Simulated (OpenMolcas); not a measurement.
# Ru⁵⁺ among point charges: CASSCF and CASPT2 levels and susceptibility

How does a field of 6 point charges split the states of Ru⁵⁺, and what χT follows?

Method: state-averaged CASSCF and CASPT2, spin-orbit coupling by RASSI with atomic mean-field integrals. Code: OpenMolcas 26.06.

## 1. The atom as given

```
Species                           : Ru⁵⁺ (ruthenium, Z = 44, 39 electrons)
Basis                             : ANO-RCC-VDZP [6s5p3d1f], 43 functions
Scalar Hamiltonian                : DKH2, point nucleus
Inactive shells                   : 1s 2s 2p 3s 3p 3d 4s 4p
Active space                      : 3 electrons in 5 orbitals (4d)
Some configurations of this space : 4d3
Orbitals                          : optimised for each spin and parity, averaged over all roots
```

The outer shells:

4d3
```
4d [↑ ][↑ ][↑ ][  ][  ]
```

The ion sits among 6 point charges of -1.5 e arranged as an octahedron (Oh), 1.85 Å from the ion.

Each step is its own input file, run in one work folder so that later steps find the files of earlier ones. Labels, J, g values, rates, χT and fits are worked out afterwards by a script from the matrices that RASSI stores. The input lists half of the charges; inversion (Group=XYZ) makes the rest.

## 2. GATEWAY and SEWARD: basis and integrals

Contents of a.inp:

```
&GATEWAY
Coord
1

Ru 0.0 0.0 0.0
Basis=ANO-RCC-VDZP
Group=XYZ
NoMove
AngMom=0.0 0.0 0.0
AMFI
XField
3 Angstrom 0
1.850000 0.000000 0.000000 -1.500000
0.000000 1.850000 0.000000 -1.500000
0.000000 0.000000 1.850000 -1.500000
&SEWARD
```

The run is started by

```console
$ OMP_NUM_THREADS=1 MOLCAS_MEM=1689 MOLCAS_PROJECT=a pymolcas a.inp > a.log
```

## 3. Reference wave functions, quartets of even parity, 10 roots

Contents of a.inp:

```
&RASSCF
FileOrb=start.orb
Symmetry=1
Spin=4
nActEl=3 0 0
Inactive=9 9
Ras2=5 0
CIRoot=10 10 1
SDav=10
CIMx=300
Iter=120 100
PrWF=0.3
OrbListing=Nothing
MaxOrb=0
>>> COPY $Project.JobIph JOB001
```

start.orb holds the contracted functions of the basis, ordered by shell, or the orbitals of the step before.

## 4. Reference wave functions, doublets of even parity, 40 roots

Contents of a.inp:

```
&RASSCF
FileOrb=start.orb
Symmetry=1
Spin=2
nActEl=3 0 0
Inactive=9 9
Ras2=5 0
CIRoot=40 40 1
SDav=40
CIMx=300
Iter=120 100
PrWF=0.3
OrbListing=Nothing
MaxOrb=0
>>> COPY $Project.JobIph JOB002
```

## 5. RASSI: spin-orbit coupling between the states

Contents of a.inp:

```
&RASSI
NrOfJobIphs=2 10 40
1 2 3 4 5 6 7 8 9 10
1 2 3 4 5 6 7 8 9 10 11 12 13 14 15 16 17 18 19 20 21 22 23 24 25 26 27
28 29 30 31 32 33 34 35 36 37 38 39 40
IphNames
JOB001
JOB002
EJob
SpinOrbit
DIPRint=1.0
SOCoupling=1000.0
Subsets=2
Property=9
'ANGMOM' 1 'ANGMOM' 2 'ANGMOM' 3 'MLTPL  1' 1 'MLTPL  1' 2 'MLTPL  1' 3
'AMFI' 1 'AMFI' 2 'AMFI' 3
SOProperty=3
'ANGMOM' 1 'ANGMOM' 2 'ANGMOM' 3
```

## 6. CASPT2: IPEA 0.25, imaginary shift 0.1 (closed shells correlated: 4s 4p)

Contents of a.inp:

```
>>> COPY JOB001 $Project.JobIph
&CASPT2
Multistate=10 1 2 3 4 5 6 7 8 9 10
NoMult
Frozen=8 6
IPEA=0.25
Imaginary=0.1
MaxIter=60
WThr=0.0 0.3 0.05
PrWF=0.5
NoMix
>>> COPY JOB002 $Project.JobIph
&CASPT2
Multistate=40 1 2 3 4 5 6 7 8 9 10 11 12 13 14 15 16 17 18 19 20 21 22
23 24 25 26 27 28 29 30 31 32 33 34 35 36 37 38 39 40
NoMult
Frozen=8 6
IPEA=0.25
Imaginary=0.1
MaxIter=60
WThr=0.0 0.3 0.05
PrWF=0.5
NoMix
```

(Steps that only read results are left out.)

Before running it: what results should come out? Wanted: spin-free ground state; first state of the same spin within the active space; lowest level; next level.

As calculated:

```
                                            quantity                                                                        value
                                              method  SS-CASPT2, IPEA 0.25, imaginary shift 0.1 (closed shells correlated: 4s 4p)
                              spin-free ground state                                              4A2, 1-fold in its orbital part
first state of the same spin within the active space                                                             4T2 at 6740 cm⁻¹
                                        lowest level                                                                    4-fold Γ8
                                          next level                                                                  6496.2 cm⁻¹
                                         χT at 300 K                                                               1.00 cm³ K/mol
                           effective moment at 300 K                                                                      2.83 μB
```

Cost by method:

```tsv
method	time of its own steps	time with the reference
A. CASSCF	9.3 s	9.3 s
B. SS-CASPT2, IPEA 0.25, imaginary shift 0.1, +4s 4p	2.4 s	12 s
```

Times are of one thread on a shared host.

**Reading.** The spin-free ground state (4A2) comes to 100 % from free-ion F terms and keeps the highest spin of the shell. χT at 300 K is 1.00, against 1.88 cm³ K/mol for the spin alone, so spin-orbit coupling lowers it. CASPT2 does not keep the components of a term degenerate, and the means are used. The field of point charges can differ much from that of real complexes. Point charges carry no covalency, so the field is a model and not that of real ligands.
